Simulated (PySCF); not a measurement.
**From one method to the next for BeS**

What do other methods print for BeS?

The runs use PySCF 2.14.0; each script names its method and basis.

3 further runs of the same task are left out: 3 that didn't finish.

### 1 The starting structure

BeS: 2 atoms, charge 0, spin multiplicity 1.

Bond lengths: Be1–S2 1.809 Å.

### 2 The run that the others are compared with

File input.py:

```python
from pyscf import gto, scf, mp

mol = gto.M(
    atom='Be 0 0 0; S 0 0 1.809',
    basis='cc-pcvdz',
    charge=0,
    spin=0,
    verbose=4,
)
mf = scf.UHF(mol)
mf = mf.density_fit(auxbasis='def2-universal-jkfit')
mf.kernel()
mp.MP2(mf).kernel()
mf.dip_moment()
print('orbital energies (hartree):', [e[max(0, n-3):n+3].round(4) for e, n in zip(mf.mo_energy, mol.nelec)])
```

Started as:

```sh
OMP_NUM_THREADS=1 python input.py
```

### 3 EOM-IP

Variant 1 changes step after the SCF: mp2 → eomip; number of roots: none → 6.

input.py, as its differences from that of step 2:

```diff
@@ -1,2 +1,2 @@
-from pyscf import gto, scf, mp
+from pyscf import gto, scf, cc
 
@@ -12,3 +12,6 @@
 mf.kernel()
-mp.MP2(mf).kernel()
+mycc = cc.CCSD(mf)
+mycc.kernel()
+e = mycc.ipccsd(nroots=6)[0]
+print('roots (eV) =', (e*27.211386).round(3))
 mf.dip_moment()
```

### 4 B3lyp (UKS)

Variant 2 changes functional: none (Hartree–Fock) → b3lyp; SCF type: UHF → UKS; step after the SCF: mp2 → analyze.

File input.py:

```python
from pyscf import gto, dft

mol = gto.M(
    atom='Be 0 0 0; S 0 0 1.809',
    basis='cc-pcvdz',
    charge=0,
    spin=0,
    verbose=4,
)
mf = dft.UKS(mol, xc='b3lyp')
mf = mf.density_fit(auxbasis='def2-universal-jkfit')
mf.kernel()
mf.analyze()
print('orbital energies (hartree):', [e[max(0, n-3):n+3].round(4) for e, n in zip(mf.mo_energy, mol.nelec)])
```

### 5 Polarisability

Variant 3 changes step after the SCF: mp2 → polarizability.

input.py, as its differences from that of step 2:

```diff
@@ -1,2 +1,3 @@
-from pyscf import gto, scf, mp
+from pyscf import gto, scf
+from pyscf.prop.polarizability import uhf as pol
 
@@ -12,3 +13,4 @@
 mf.kernel()
-mp.MP2(mf).kernel()
+print('polarizability (a.u.)')
+print(pol.Polarizability(mf).polarizability().round(4))
 mf.dip_moment()
```

### 6 ROHF

Variant 4 changes SCF type: UHF → ROHF.

File input.py:

```python
from pyscf import gto, scf, mp

mol = gto.M(
    atom='Be 0 0 0; S 0 0 1.809',
    basis='cc-pcvdz',
    charge=0,
    spin=0,
    verbose=4,
)
mf = scf.ROHF(mol)
mf = mf.density_fit(auxbasis='def2-universal-jkfit')
mf.kernel()
mp.MP2(mf).kernel()
mf.dip_moment()
print('orbital energies (hartree):', mf.mo_energy[..., max(0, mol.nelec[1]-3):mol.nelec[0]+3].round(4))
```

Before running it: what results should come out? Wanted: for each run, E(SCF); from base; gap; SCF dipole; after the SCF.

The runs gave:

```csv
run,E(SCF) (hartree),from base (eV),cycles,gap (eV),SCF dipole (D),after the SCF
base,-412.124576,0,15,7.36,6.35,MP2 correlation -11.275 eV
EOM-IP,-412.124576,0.0000,15,7.36,6.35,"CCSD correlation -11.669 eV, first root 8.81 eV"
b3lyp (UKS),-412.919862,not comparable,10,2.12,5.01,n/a
polarisability,-412.124576,0.0000,15,7.36,6.35,n/a
ROHF,-412.124576,0.0000,10,n/a,6.35,MP2 correlation -11.275 eV
```

**Reading.** No change of the SCF energy comes from ROHF. A lower total energy from another functional means nothing by itself. The base needs 15 cycles and the run with ROHF needs 10. The dearest run is “EOM-IP”, at 18 s against 1.4 s.
